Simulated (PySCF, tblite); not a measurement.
# C7H8N2O: geometry, infrared bands and NMR shifts

Aim: predict the infrared bands and NMR shifts of C7H8N2O (`C=Cc1nnc(C2CC2)o1`).

Programs: tblite 0.8.0 and PySCF 2.14.0, with density-fitted response routines of our own. Each step states its level of theory. These are calculated values for one molecule in the gas phase, unless marked as measured. Atoms count from 0, in the outputs and in this text.

## Step 1: The starting structure

18 atoms, charge 0, multiplicity 1; geometry from: force field or distance geometry start.

Bonds of the start (Å): C0–C1 1.34, C1–C2 1.45, C2–N3 1.36, N3–N4 1.34, N4–C5 1.36, C5–C6 1.49, C6–C7 1.52, C7–C8 1.51, C5–O9 1.30, O9–C2 1.34, C8–C6 1.50, C0–H10 1.09, C0–H11 1.07, C1–H12 1.09, C6–H13 1.10, C7–H14 1.11, C7–H15 1.13, C8–H16 1.11, C8–H17 1.13.

## Step 2: Geometry optimisation with GFN2-xTB

What the job is given:

```
{"job": {"kind": "relax", "xc": "GFN2-xTB", "basis": "xTB"}, "charge": 0, "multiplicity": 1}
C      3.910500     0.715200    -0.686500
C      3.086700    -0.343300    -0.607900
C      1.668300    -0.069700    -0.470700
N      1.132700     1.183200    -0.453200
N     -0.187200     1.026400    -0.317300
C     -0.470000    -0.306800    -0.283500
C     -1.855700    -0.839700    -0.152700
C     -2.698800     0.012500     0.777400
C     -2.989900    -0.021900    -0.703700
O      0.661400    -0.945600    -0.368500
H      3.477300     1.714700    -0.663600
H      4.957800     0.514800    -0.775800
H      3.480200    -1.360900    -0.609000
H     -2.003900    -1.927500    -0.122700
H     -3.389100    -0.477000     1.497100
H     -2.292400     1.002700     1.126000
H     -2.671300     0.807700    -1.365700
H     -3.825300    -0.678500    -1.096200
```

Started as:

```
$ OMP_NUM_THREADS=1 python probes_run.py task.json out
```

One launch serves the whole session: the jobs run in the order shown.

**Question.** This job is followed by: GFN2-xTB harmonic vibrations, gas phase; GIAO PBE0/pcSseg-1 NMR shielding, non-relativistic, gas phase. Predict these results of the whole session: strongest single infrared mode (GFN2-xTB); zero-point energy (GFN2-xTB); 13C shifts against TMS (PBE0/pcSseg-1, means over atoms taken as alike); 1H shifts against TMS (PBE0/pcSseg-1, means over atoms taken as alike); 15N shifts against NH3 (PBE0/pcSseg-1); 17O shifts against H2O (PBE0/pcSseg-1).

The runs gave:

| quantity | value |
| --- | --- |
| strongest single infrared mode (GFN2-xTB) | 1554 cm⁻¹, 133 km/mol |
| zero-point energy (GFN2-xTB) | 87.0 kcal/mol |
| 13C shifts against TMS (PBE0/pcSseg-1, means over atoms taken as alike) | 176.8, 170.6, 130.0, 126.8, 14.3, 9.8 ppm |
| 1H shifts against TMS (PBE0/pcSseg-1, means over atoms taken as alike) | 7.26, 6.67, 5.97, 1.90, 1.40, 1.17 ppm |
| 15N shifts against NH3 (PBE0/pcSseg-1) | 347.7, 332.8 ppm |
| 17O shifts against H2O (PBE0/pcSseg-1) | 329.4 ppm |

**Reading.** Relaxing lowered the energy by 0.667 eV in 52 steps; the close pair that moved most is N4–C5, from 1.363 to 1.298 Å. All 48 modes are real, so the xTB geometry is a minimum. The strongest single mode, at 1554 cm⁻¹, moves mainly C5. Unscaled tight-binding wavenumbers are off by several per cent, some by more. Its intensities can rank the bands wrongly. At PBE0/pcSseg-1: The widest tensor belongs to N3: span 511 ppm, with a paramagnetic part of -412 ppm. NICS(1)zz of -24 ppm above the planar ring from C2 marks a diatropic (aromatic) ring current.
